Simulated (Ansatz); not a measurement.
# CH₂AlNO: ionisation energy by level of theory

The task here is to estimate one member of a computed series from the others.

Program: Ansatz 0.2.0, Gaussian basis. Level of theory: unrestricted cation, the program's frozen cores in correlated methods. These are calculated values, not measurements.

The runs, in order: UKS PBE-D4/def2-TZVPP; UKS r2SCAN-D4/def2-TZVPP; UKS PBE0-D4/def2-TZVPP; UKS B3LYP-D4/def2-TZVPP; UKS wB97X-V/def2-TZVPP; UKS wB97M-V/def2-TZVPP; UKS B2PLYP/def2-TZVPP; UHF-CCSD(T)/def2-TZVPP; UHF-MP2/def2-QZVPP; extrapolation to the limit; then −ε(HOMO) from the neutral's earlier runs with LDA (SPW92), PBE-D4, revPBE-D4, BLYP-D4, r2SCAN-D4, B97M-V, PBE0-D4, B3LYP-D4, r2SCANh-D4, r2SCAN0-D4, HSE06-D4, BHLYP-D4, CAM-B3LYP-D4, LC-ωPBE, ωB97X-V, ωB97M-V.

### The relaxed structure

The geometry comes from an earlier relaxation with PBE0-D4 in a triple-zeta def2 set; it is a stationary point.

SMILES `N#[C][AlH][OH]`, 6 atoms, charge 0, spin multiplicity 1.

Atoms are counted from 1 here; the program's logs count them from 0.

Bond lengths: N1–C2 1.153 Å, C2–Al3 1.929 Å, Al3–O4 1.681 Å, Al3–H5 1.568 Å, O4–H6 0.955 Å. Angles: N1–C2–Al3 177.3°, C2–Al3–O4 113.9°, C2–Al3–H5 120.8°, O4–Al3–H5 125.2°, Al3–O4–H6 125.4°.

The first run:

Contents of in.yaml:

```yaml
crystal:
  periodic: [false, false, false]
  atoms:
    - {symbol: N, position_ang: [2.424442, -1.063881, 0.896597]}
    - {symbol: C, position_ang: [1.389141, -0.717913, 0.524132]}
    - {symbol: Al, position_ang: [-0.370744, -0.226522, -0.095387]}
    - {symbol: O, position_ang: [-0.557274, 1.418349, -0.385475]}
    - {symbol: H, position_ang: [-1.485804, -1.312087, -0.291072]}
    - {symbol: H, position_ang: [-1.357661, 1.838153, -0.694896]}
basis:
  gaussian: {orbitals: def2-TZVPP}
total_charge: 1
magnetization: {spin_polarized: true, initial_magnetization: 1}
hamiltonian: {xc: pbe, dispersion: d4}
```

Run with:

```sh
> ansatz run in.yaml --threads 2 --pin off --events-out ev --progress --plain --max-ram 4352MiB
```

Steps of the session up to this table: Cation, UKS PBE-D4/def2-TZVPP; Cation, UKS r2SCAN-D4/def2-TZVPP; Cation, UKS PBE0-D4/def2-TZVPP; Cation, UKS B3LYP-D4/def2-TZVPP; Cation, UKS wB97X-V/def2-TZVPP; Cation, UKS wB97M-V/def2-TZVPP; Cation, UKS B2PLYP (frozen core)/def2-TZVPP; Cation, UHF-CCSD(T)/def2-TZVPP; Cation, UHF-MP2/def2-QZVPP.

One table of the session follows, with a row left open; its other results are not shown here.

Orbital estimates, from the neutral's runs:

| functional | −ε(HOMO) (eV) |
| --- | --- |
| LDA (SPW92) | 8.10 |
| PBE-D4 | 7.98 |
| revPBE-D4 | 7.93 |
| BLYP-D4 | 7.90 |
| r2SCAN-D4 | 8.35 |
| B97M-V | 8.42 |
| PBE0-D4 | 9.49 |
| B3LYP-D4 | ? |
| r2SCANh-D4 | 8.91 |
| r2SCAN0-D4 | 9.74 |
| HSE06-D4 | 9.09 |
| BHLYP-D4 | 10.87 |
| CAM-B3LYP-D4 | 10.98 |
| LC-ωPBE | 12.36 |
| ωB97X-V | 11.99 |
| ωB97M-V | 11.81 |

**Question.** Estimate the row for B3LYP-D4.

Worked estimate for «−ε(HOMO) (eV)». Against the share of exact exchange, BLYP-D4 (0, 7.90), BHLYP-D4 (0.5, 10.87) give a slope of 5.94 per unit share; at 0.2 the line stands at 9.09.

The run gave: −ε(HOMO) (eV): 9.28. In «−ε(HOMO) (eV)» the line misses by -0.19.
